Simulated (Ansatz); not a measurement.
Run this with Ansatz 0.2.0 through its Python package and show what comes out.

Script `cas.py`:
```python
'''Active-space calculation on AsH5Si.'''

import ansatz as az

molecule = (
    az.Crystal.molecule()
    .atom('Si', (-0.5515, -0.5419, -0.371))
    .atom('As', (0.9199, 0.2089, 1.217))
    .atom('H', (-1.9721, -0.5771, 0.2045))
    .atom('H', (-0.1296, -1.8109, -0.8869))
    .atom('H', (-0.6176, 0.4555, -1.5144))
    .atom('H', (0.3749, 1.6912, 1.1689))
    .atom('H', (2.0372, 0.5064, 0.1362))
)

calculation = (
    molecule.calculation()
    .basis(gaussian='def2-SVP')
    .correlation(active_electrons=6, active_orbitals=6)
)
for method in [None, 'sc_nevpt2', 'fic_mrcisd_q']:
    report = (calculation if method is None else calculation.correlation(method)).run(threads=1).report
    space = report['configurations']
    state = space['states'][0]
    print(method or 'casscf', f'total {report["free_energy_ev"] / 27.211386246:.6f} Ha, active-space state {state["energy"]["hartree"]:.6f} Ha, mean field {report["reference_energy_ev"] / 27.211386246:.6f} Ha')
    print('  determinants', state['n_determinants'], ' natural occupations', [round(n, 3) for n in space['natural_occupations']])
```

Output of `python cas.py`:
```text
casscf total -2525.706571 Ha, active-space state -2525.706571 Ha, mean field -2525.658540 Ha
  determinants 400  natural occupations [1.979, 1.972, 1.965, 0.033, 0.03, 0.021]
RunWarning: the results are in doubt because another end's mean lies 0.110 eV lower, and its corrected mean 0.030 eV higher
sc_nevpt2 total -2526.008693 Ha, active-space state -2525.702513 Ha, mean field -2525.658540 Ha
  determinants 400  natural occupations [1.984, 1.969, 1.965, 0.035, 0.034, 0.013]
fic_mrcisd_q total -2526.045463 Ha, active-space state -2525.702095 Ha, mean field -2525.658540 Ha
  determinants 400  natural occupations [1.983, 1.971, 1.965, 0.032, 0.031, 0.017]
```
(Warnings from the package without file and line, repeats left out.)

What to keep in mind:
- Total energies depend on the basis set; only differences at equal settings carry meaning.
- The geometry is a force-field or estimated start, not a minimum of this method, and the basis set is short of its limit. The active space starts as a window about the frontier orbitals and is then optimised, not chosen by chemistry.
- A lower CASSCF solution was found and passed over, so the printed active-space state isn't the lowest.
- Timing: 84 s on 1 thread of Arm Neoverse V1, on a shared host, peak memory 0.26 GiB.

(Lines on the test bed's own set-up are left out of the output.)
